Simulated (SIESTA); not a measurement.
TaB2Mo2:

```
Ta Mo B
1.0
     6.12653    0.00000    0.00000
     0.00000    6.12653    0.00000
     0.00000    0.00000    3.19233
Ta Mo B
2 4 4
Direct
  0.00000 0.00000 0.00000
  0.50000 0.50000 0.00000
  0.82617 0.67383 0.50000
  0.17383 0.32617 0.50000
  0.32617 0.82617 0.50000
  0.67383 0.17383 0.50000
  0.39070 0.10930 0.00000
  0.60930 0.89070 0.00000
  0.89070 0.39070 0.00000
  0.10930 0.60930 0.00000
```

The cell comes from a database or a generator and needn't be the stable form of this composition.

- Program: SIESTA 5.4.2
- Task: single point
- Functional: PBEsol
- Potentials or basis: PseudoDojo 0.4 standard (PBEsol files)
- Basis: DZP (energy shift 0.003 Ry; two zetas on semicore shells)
- Grid cutoff: 800 Ry
- Energy shift: 0.003 Ry
- k mesh: 5 × 5 × 8
- Occupations: fermi-dirac, width 0.05 eV
- Spin: no spin polarisation

On this cell: pressure -6.7 GPa; largest force 0.216 eV/Å; band gap on the k mesh none (metal or under the smearing width).

The same run follows on a disturbed copy (atoms moved at random, drawn with an rms of 0.05 Å):

```
Ta Mo B
1.0
     6.12653    0.00000    0.00000
     0.00000    6.12653    0.00000
     0.00000    0.00000    3.19233
Ta Mo B
2 4 4
Direct
  0.00862 0.00861 0.99978
  0.49857 0.49417 0.99303
  0.82317 0.67802 0.50776
  0.17565 0.33390 0.50998
  0.32216 0.83850 0.50431
  0.67478 0.18198 0.49201
  0.39124 0.11166 0.99652
  0.60525 0.89316 0.99726
  0.88721 0.39702 0.00559
  0.10633 0.60840 0.00647
```

What does the disturbed cell give?

The energy (extrapolated to zero smearing) moves by +17.2 meV/atom; pressure -5.9 GPa; largest force 1.626 eV/Å; band gap on the k mesh none (metal or under the smearing width).

Forces in eV/Å, atoms in the order of the input:
```
Ta  -1.422 -0.469  0.128
Ta  -0.009  1.578  0.392
Mo   0.177  0.023 -0.211
Mo  -0.173 -0.164 -0.329
Mo   0.453 -0.770 -0.228
Mo   0.230 -0.620  0.188
B    0.059  0.222  0.113
B    0.490 -0.191  0.088
B    0.018 -0.254 -0.081
B    0.179  0.643 -0.061
```

Stress tensor (GPa, compression positive):
```
-5.79  0.10  0.05
 0.10 -5.74  0.07
 0.05  0.07 -6.18
```

Caveats: short orbitals over semicore shells can move pressures by several GPa; the basis of atomic orbitals isn't converged, which shifts pressures, moduli and gaps.
